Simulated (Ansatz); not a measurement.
# SbS2 (I-42d) in Ansatz: equation of state

Aim: energy against volume of SbS2 in PBE, for its equilibrium volume and stiffness.

Everything below comes from runs of Ansatz 0.2.0. Logs are shortened: lines on timing, memory, paths and dates and some standing lists are left out, and cuts for length are marked.

## 1. The crystal as given

The structure is tetragonal, space group I-42d (No. 122). Conventional cell: a = 6.061 Å, b = 6.061 Å, c = 11.595 Å, α = 90.00°, β = 90.00°, γ = 90.00°. Sb (site symmetry -4) has 4 S at 2.50 Å as nearest neighbours. Around S (site symmetry 2) lie 2 Sb at 2.50 Å.

The cell comes from a database or a generator and needn't be the stable form of this composition.

## 2. Single point, PBE, 33.37 Å³/atom (volume scaled by 0.94)

The input, input.yaml:

```yaml
crystal:
  lattice:
    - [-2.9688463135, 2.9688463135, 5.6792454851]
    - [2.9688463135, -2.9688463135, 5.6792454851]
    - [2.9688463135, 2.9688463135, -5.6792454851]
  atoms:
    - { symbol: Sb, position: [0.0, 0.0, 0.0] }
    - { symbol: Sb, position: [0.75, 0.25, 0.5] }
    - { symbol: S, position: [0.649029, 0.125, 0.024029] }
    - { symbol: S, position: [0.375, 0.350971, 0.475971] }
    - { symbol: S, position: [0.100971, 0.625, 0.975971] }
    - { symbol: S, position: [0.875, 0.899029, 0.524029] }
hamiltonian:
  xc: pbe
  pseudopotentials: { kind: paw }
kpoints:
  mp_grid: { grid: [6, 6, 6] }
scf:
  occupations: { method: fermi_dirac, width: 0.05 }
output:
  forces: true
  stress: true
  eigenvalues: true
  write_density: true
  write_potential: true
  elf: true
  volumetric_format: npy
```

Potentials or basis: Ansatz PAW.

Command:

```bash
ansatz run input.yaml --threads 2 --pin off --max-ram 5120MiB --backend cpu --events-out ev --progress --plain --runs-dir out
```

What it wrote:

```text
Warning: RAYON_NUM_THREADS=2 ignored (pool sized by the plan → 2); use --threads N
Engine: ansatz 0.2.0, x86_64-unknown-linux-gnu
Pseudopotentials: kind: paw
Pseudopotential: Sb, paw, valence charge 15, recommended cutoff 420 eV (normal), Sb.paw.azcp
Pseudopotential: S, paw, valence charge 6, recommended cutoff 420 eV (normal), S.paw.azcp
Functional definition: PBE
  parameter kappa = 0.804
  parameter beta = 0.06672455060314922
  exchange = pbe_x(kappa = kappa, mu = beta*pi^2/3)
  correlation = pbe_c(beta = beta)
Crystal: 6 atoms, lattice volume = 200.229 Å³
Basis set: ecut = 420 eV, 3903 PW (Γ), exchange–correlation on 96×96×96 points (8 copies of the dense FFT grid, shifted against one another)
Bands: 33, of which v1, the nominal top of the filled ones, is band 27 counted from 1 (26 counted from 0)
Symmetry: 8 space group operations
Space group: I-42d (ITA 122), of the structure as read, at distance tolerance 5.9e-5 Å
k-points: 30 of 216 (time reversal used)
Non-local potential: Sb, projectors of the file, l = 0: 2, l = 1: 2, l = 2: 2, l = 3: 2
Non-local potential: S, projectors of the file, l = 0: 2, l = 1: 2, l = 2: 2
PAW form: soft (Blöchl's): semilocal exchange-correlation on the pseudo side does not see the compensation charge
PAW one-centre angular grid: Sb, 590 points (default); XC on 64 Gauss nodes
PAW one-centre angular grid: S, 110 points (default); XC on 64 Gauss nodes
Initial density: superposition of atomic densities (neutral atoms: chi_scale 0, normalization atom), corrected by the library's trained network
Initial wavefunctions: pseudopotential atomic-orbital guess
Functional: x = pbe(κ = 0.804, μ = 0.2195149727645171), c = pbe(β = 0.06672455060314922)
SCF iter   1: F=—  HF=-16576.384843 eV  |F-HF|=—  |Δ(HF+E_count)|=         —  Δρ=3.35e-3  dr2=1.63e-2  ethr=1.77e-3  ⟨swp⟩=7.9  Hψ=4715  notcnv=0
preconditioner: auto → LDOS  [metal: Δε(μ)=0.059 eV  Ē_g=8.444 eV  σ=0.050 eV  W_gap=0.28  n_scr=34 (ndim 8)  ℏωp=15.3 eV  f_vac=0.145  D(μ)=4.39/eV (n_scr^D=30)  β→1.0]
SCF iter   2: F=—  HF=-16576.383216 eV  |F-HF|=—  |Δ(HF+E_count)|=   1.63e-3  Δρ=9.17e-4  dr2=1.06e-3  ethr=3.02e-5  ⟨swp⟩=2.0  Hψ=1886  notcnv=0  defer=23
SCF iter   3: F=—  HF=-16576.383158 eV  |F-HF|=—  |Δ(HF+E_count)|=   5.78e-5  Δρ=1.40e-4  dr2=3.46e-5  ethr=1.95e-6  ⟨swp⟩=2.0  Hψ=1478  notcnv=0  defer=23
SCF iter   4: F=—  HF=-16576.383207 eV  |F-HF|=—  |Δ(HF+E_count)|=   4.92e-5  Δρ=5.15e-5  dr2=1.22e-5  ethr=6.41e-8  ⟨swp⟩=2.0  Hψ=1484  notcnv=0  defer=23
SCF iter   5: F=—  HF=-16576.383204 eV  |F-HF|=—  |Δ(HF+E_count)|=   3.32e-6  Δρ=1.37e-5  dr2=4.88e-7  ethr=2.25e-8  ⟨swp⟩=2.0  Hψ=1314  notcnv=0  defer=23
SCF iter   6: F=-16576.383204 eV  HF=-16576.383204 eV  |F-HF|=4.51e-9  |Δ(HF+E_count)|=   9.00e-8  Δρ=4.14e-6  dr2=2.67e-8  ethr=1.85e-10  ⟨swp⟩=14.6  Hψ=7924  notcnv=0
SCF 1 converged in 6 iterations: F = -16576.383204 eV  dr2 = 2.67e-8
SCF converged after 6 iterations
Free energy (F): -16576.383204 eV
Harris-Foulkes:  -16576.383204 eV  (|F-HF|=4.51e-9)
Internal energy: -16576.343635 eV  (E = F + TS)
E sigma→0 (E₀):  -16576.363420 eV
Entropy (-TS):   -0.039569 eV (-6.595 meV/atom)
Fermi energy:    3.912053 eV
--- Per-component energies (eV) ---
  E_band       = -599.347363
  E_kinetic    = 836.915676
  E_local      = -5400.319150  (includes V_loc(G=0)·N_el)
  E_nonlocal   = 842.336705
  E_hartree    = 2334.817933
  E_xc         = -662.173230
  E_vxc        = -537.500620  (∫ρ·V_xc dr)
  E_paw        = -11553.074037  (= ΣΔE_a)
  E_vpaw       = -1010.416618  (= ΣTr[D̂ρ^β])
  E_aug_tail   = 0.000004  (compensation charges beyond the density's cutoff)
  E_ewald      = -2974.847535
  E_smearing   = -0.039569  (= −TS)
  E_closure    = 0.000000  (closes the sum)
  Σ components = -16576.383204   (vs F -16576.383204, Δ=0.00e0)
--- Forces (eV/Å), atoms counted from 1 ---
  atom   1  Sb    -0.00000000    -0.00000000    -0.00000000
  atom   2  Sb    -0.00000000    -0.00000000    -0.00000000
  atom   3  S      0.00000000    -0.48561903     0.00000000
  atom   4  S      0.48561903    -0.00000000     0.00000000
  atom   5  S      0.00000000     0.48561903    -0.00000000
  atom   6  S     -0.48561903    -0.00000000    -0.00000000
  max |Σ_I F_I| component: 6.25e-17 eV/Å
--- Stress (GPa, compression-positive) ---
        2.817251       0.000000      -0.000000
        0.000000       2.817251       0.000000
        0.000000       0.000000       3.168275
  P = ⅓ Tr σ = 2.9343 GPa (29.343 kbar)
--- Band table (eV; the first three rows and the last of 30) ---
  k-point 0: bands = ["-26.2000", "-26.1988", "-26.1988", "-26.1946", "-26.1891", "-26.1891", "-26.1643", "-26.1609", "-26.1587", "-26.1565", "-10.7059", "-8.8101", "-8.8019", "-8.8019", "-6.8761", "-3.1695", "-1.5553", "-1.5553", "-1.0889", "-0.1390", "1.2470", "1.2498", "1.2498", "2.1108", "2.1571", "2.1571", "3.3905", "4.9940", "5.5564", "5.7146", "5.7146", "7.1092", "7.7254"]
  k-point 1: bands = ["-26.2000", "-26.1987", "-26.1980", "-26.1947", "-26.1897", "-26.1897", "-26.1640", "-26.1610", "-26.1585", "-26.1566", "-10.6114", "-9.0398", "-8.8308", "-8.8170", "-6.5734", "-3.5541", "-1.5311", "-1.2928", "-0.9004", "-0.1896", "1.0676", "1.1080", "1.4253", "1.9793", "1.9847", "2.1701", "3.6306", "4.6519", "5.7563", "5.8467", "6.2118", "7.1786", "7.4948"]
  k-point 2: bands = ["-26.1996", "-26.1986", "-26.1961", "-26.1943", "-26.1913", "-26.1911", "-26.1632", "-26.1615", "-26.1581", "-26.1570", "-10.3464", "-9.4987", "-8.8774", "-8.8469", "-5.9189", "-4.3118", "-1.4119", "-1.1423", "-0.3345", "-0.3012", "0.6062", "0.9142", "1.8022", "1.8348", "2.0810", "2.2114", "3.7305", "4.0941", "6.0021", "6.2939", "6.9117", "7.0755", "7.1475"]
  k-point 29: bands = ["-26.2003", "-26.2003", "-26.1973", "-26.1973", "-26.1877", "-26.1877", "-26.1633", "-26.1633", "-26.1569", "-26.1569", "-10.0350", "-10.0350", "-8.8167", "-8.8167", "-5.0076", "-5.0076", "-1.2206", "-1.2206", "-0.0156", "-0.0156", "0.7969", "0.7969", "1.2354", "1.2354", "2.2434", "2.2434", "3.9772", "3.9772", "5.0718", "5.0718", "6.5729", "6.5729", "8.5020"]
```

Run time: 6.3 s. Hardware: 2 threads of Intel Xeon Platinum 8488C (Sapphire Rapids), shared host; peak memory 0.57 GiB.

What came out:

* Free energy: -16576.3832 eV
* Pressure: 2.9 GPa
* Largest force: 0.486 eV/Å
* Band gap on the k mesh: none (metal or under the smearing width)

## 3. Single point, PBE, 34.08 Å³/atom (volume scaled by 0.96)

input.yaml: that of step 2 with these lines changed.

```diff
@@ -2,5 +2,5 @@
   lattice:
-    - [-2.9688463135, 2.9688463135, 5.6792454851]
-    - [2.9688463135, -2.9688463135, 5.6792454851]
-    - [2.9688463135, 2.9688463135, -5.6792454851]
+    - [-2.9897543707, 2.9897543707, 5.7192414894]
+    - [2.9897543707, -2.9897543707, 5.7192414894]
+    - [2.9897543707, 2.9897543707, -5.7192414894]
   atoms:
```

Potentials or basis: Ansatz PAW.

Command:

```bash
ansatz run input.yaml --threads 2 --pin off --max-ram 5120MiB --backend cpu --events-out ev --progress --plain --runs-dir out
```

It took 6.6 s on 2 threads of Intel Xeon Platinum 8488C (Sapphire Rapids), shared host; peak memory 0.57 GiB.

Results (log left out):

| Item | Value |
| --- | --- |
| Free energy | -16576.4470 eV |
| Pressure | 1.9 GPa |
| Largest force | 0.301 eV/Å |
| Band gap on the k mesh | none (metal or under the smearing width) |

## 4. Single point, PBE, 34.79 Å³/atom (volume scaled by 0.98)

input.yaml: that of step 3 with these lines changed.

```diff
@@ -2,5 +2,5 @@
   lattice:
-    - [-2.9897543707, 2.9897543707, 5.7192414894]
-    - [2.9897543707, -2.9897543707, 5.7192414894]
-    - [2.9897543707, 2.9897543707, -5.7192414894]
+    - [-3.010374018, 3.010374018, 5.7586857806]
+    - [3.010374018, -3.010374018, 5.7586857806]
+    - [3.010374018, 3.010374018, -5.7586857806]
   atoms:
@@ -23,5 +23 @@
   eigenvalues: true
-  write_density: true
-  write_potential: true
-  elf: true
-  volumetric_format: npy
```

Command:

```bash
ansatz run input.yaml --threads 2 --pin off --max-ram 5120MiB --backend cpu --events-out ev --progress --plain --runs-dir out
```

Wall time 5 s (2 threads of Intel Xeon Platinum 8488C (Sapphire Rapids), shared host); peak memory 0.57 GiB.

Results (log left out):

| Property | Result |
| --- | --- |
| Free energy | -16576.4842 eV |
| Pressure | 0.9 GPa |
| Largest force | 0.131 eV/Å |
| Band gap on the k mesh | none (metal or under the smearing width) |

## 5. Single point, PBE, 35.50 Å³/atom

input.yaml: that of step 4 with these lines changed.

```diff
@@ -2,5 +2,5 @@
   lattice:
-    - [-3.010374018, 3.010374018, 5.7586857806]
-    - [3.010374018, -3.010374018, 5.7586857806]
-    - [3.010374018, 3.010374018, -5.7586857806]
+    - [-3.030715, 3.030715, 5.797597]
+    - [3.030715, -3.030715, 5.797597]
+    - [3.030715, 3.030715, -5.797597]
   atoms:
@@ -23 +23,5 @@
   eigenvalues: true
+  write_density: true
+  write_potential: true
+  elf: true
+  volumetric_format: npy
```

Command:

```bash
ansatz run input.yaml --threads 2 --pin off --max-ram 5120MiB --backend cpu --events-out ev --progress --plain --runs-dir out
```

It took 6.9 s on 2 threads of Intel Xeon Platinum 8488C (Sapphire Rapids), shared host; peak memory 0.6 GiB.

It converged, with:

* Free energy: -16576.4977 eV
* Pressure: 0.1 GPa
* Largest force: 0.025 eV/Å
* Band gap on the k mesh: none (metal or under the smearing width)

## 6. Single point, PBE, 36.21 Å³/atom (volume scaled by 1.02)

input.yaml: that of step 5 with these lines changed.

```diff
@@ -2,5 +2,5 @@
   lattice:
-    - [-3.030715, 3.030715, 5.797597]
-    - [3.030715, -3.030715, 5.797597]
-    - [3.030715, 3.030715, -5.797597]
+    - [-3.0507865452, 3.0507865452, 5.8359928011]
+    - [3.0507865452, -3.0507865452, 5.8359928011]
+    - [3.0507865452, 3.0507865452, -5.8359928011]
   atoms:
```

Potentials or basis: Ansatz PAW.

Command:

```bash
ansatz run input.yaml --threads 2 --pin off --max-ram 5120MiB --backend cpu --events-out ev --progress --plain --runs-dir out
```

Wall time 7.1 s (2 threads of Intel Xeon Platinum 8488C (Sapphire Rapids), shared host); peak memory 0.6 GiB.

The run converged. Its results:

- Free energy: -16576.4899 eV
- Pressure: -0.7 GPa
- Largest force: 0.169 eV/Å
- Band gap on the k mesh: none (metal or under the smearing width)

## 7. Single point, PBE, 36.92 Å³/atom (volume scaled by 1.04)

input.yaml: that of step 6 with these lines changed.

```diff
@@ -2,5 +2,5 @@
   lattice:
-    - [-3.0507865452, 3.0507865452, 5.8359928011]
-    - [3.0507865452, -3.0507865452, 5.8359928011]
-    - [3.0507865452, 3.0507865452, -5.8359928011]
+    - [-3.0705974025, 3.0705974025, 5.8738899201]
+    - [3.0705974025, -3.0705974025, 5.8738899201]
+    - [3.0705974025, 3.0705974025, -5.8738899201]
   atoms:
@@ -23,5 +23 @@
   eigenvalues: true
-  write_density: true
-  write_potential: true
-  elf: true
-  volumetric_format: npy
```

Command:

```bash
ansatz run input.yaml --threads 2 --pin off --max-ram 5120MiB --backend cpu --events-out ev --progress --plain --runs-dir out
```

It took 5.3 s on 2 threads of Intel Xeon Platinum 8488C (Sapphire Rapids), shared host; peak memory 0.56 GiB.

Results (log left out):

| Quantity | Value |
| --- | --- |
| Free energy | -16576.4630 eV |
| Pressure | -1.3 GPa |
| Largest force | 0.301 eV/Å |
| Band gap on the k mesh | none (metal or under the smearing width) |

## 8. Single point, PBE, 37.63 Å³/atom (volume scaled by 1.06)

input.yaml: that of step 7 with these lines changed.

```diff
@@ -2,5 +2,5 @@
   lattice:
-    - [-3.0705974025, 3.0705974025, 5.8738899201]
-    - [3.0705974025, -3.0705974025, 5.8738899201]
-    - [3.0705974025, 3.0705974025, -5.8738899201]
+    - [-3.0901558751, 3.0901558751, 5.9113042404]
+    - [3.0901558751, -3.0901558751, 5.9113042404]
+    - [3.0901558751, 3.0901558751, -5.9113042404]
   atoms:
```

Command:

```bash
ansatz run input.yaml --threads 2 --pin off --max-ram 5120MiB --backend cpu --events-out ev --progress --plain --runs-dir out
```

It took 5.4 s on 2 threads of Intel Xeon Platinum 8488C (Sapphire Rapids), shared host; peak memory 0.59 GiB.

The run converged. Its results:

- Free energy: -16576.4189 eV
- Pressure: -2.0 GPa
- Largest force: 0.423 eV/Å
- Band gap on the k mesh: none (metal or under the smearing width)

## 9. Equation of state, PBE

Potentials or basis: Ansatz PAW.

This step only gathers the single runs of the series.

What came out:

| Property | Result |
| --- | --- |
| Equilibrium volume | 35.58 Å³/atom |
| Bulk modulus at fixed shape and positions | 40 GPa |
| Pressure derivative of the bulk modulus | 4.5 |

Energy against volume, from the lowest point:
| volume (Å³/atom) | energy (meV/atom) |
| --- | --- |
| 33.371 | 19.09 |
| 34.081 | 8.46 |
| 34.791 | 2.25 |
| 35.502 | 0.00 |
| 36.212 | 1.31 |
| 36.922 | 5.79 |
| 37.632 | 13.13 |

Caveat: the cell was scaled at fixed shape and fractional positions, which overstates the stiffness of a crystal with free parameters, most of all of layers and chains. Spin-orbit coupling is left out, which matters for the levels of Sb.
